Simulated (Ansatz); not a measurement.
# CH3ClOSn: the cost of one run

All numbers are computed with Ansatz 0.2.0, driven from Python. The levels of theory stand in the script.

### Step 1. The system

Bond lengths: C1–O2 1.380 Å, O2–Sn3 1.976 Å, Sn3–Cl4 2.273 Å, C1–H5 1.167 Å, C1–H6 1.117 Å, C1–H7 1.096 Å. Angles: C1–O2–Sn3 105.4°, O2–C1–H5 105.8°, O2–C1–H6 112.0°, O2–C1–H7 114.7°, H5–C1–H6 102.8°, H5–C1–H7 107.0°, H6–C1–H7 113.3°, O2–Sn3–Cl4 111.7°.

Input file ch3closn.xyz:

```xyz
7

C     0.03330    0.85830    0.07060
O     0.27520    0.15570   -1.09200
Sn    0.86600   -1.63690   -0.50680
Cl   -0.84000   -2.82280    0.41540
H    -0.35670    1.90500   -0.26620
H    -0.83430    0.44180    0.63840
H     0.91770    1.03100    0.69480
```

### Step 2. The code

Input file disp.py:

```python
import ansatz as az

config = {
    'basis_set': 'def2-SVP',
}


def main() -> None:
    molecule = az.Crystal.molecule_from_extxyz('ch3closn.xyz')

    base = molecule.calculation().basis(gaussian=config['basis_set'])
    for name in ['pbe', 'blyp']:
        for correction in ('d3bj', 'd4'):
            data = base.functional(name, dispersion=correction).run().report
            print(f'{name:8s} {correction:5s} total {data["free_energy_ev"]:.5f} eV, of which dispersion {1000 * data["dispersion"]["energy"]["ev"]:.2f} meV')


if __name__ == '__main__':
    main()
```

### Step 3. What the engine is handed

The package turns the script's settings into the engine's input (first run):

```yaml
crystal:
  periodic: [false, false, false]
  atoms:
    - { symbol: C, position_ang: [0.0333, 0.8583, 0.0706] }
    - { symbol: O, position_ang: [0.2752, 0.1557, -1.092] }
    - { symbol: Sn, position_ang: [0.866, -1.6369, -0.5068] }
    - { symbol: Cl, position_ang: [-0.84, -2.8228, 0.4154] }
    - { symbol: H, position_ang: [-0.3567, 1.905, -0.2662] }
    - { symbol: H, position_ang: [-0.8343, 0.4418, 0.6384] }
    - { symbol: H, position_ang: [0.9177, 1.031, 0.6948] }
basis:
  gaussian:
    orbitals: def2-SVP
hamiltonian:
  xc: pbe
  dispersion: d3bj
```

### Step 4. Running it

Run with:

```
$ python disp.py
```

**Question.** How long does this script take on 1 thread of Intel Xeon 6975P-C (Granite Rapids), shared host, and how much memory does it need?

About 4.1 s, with a peak of 0.19 GiB.
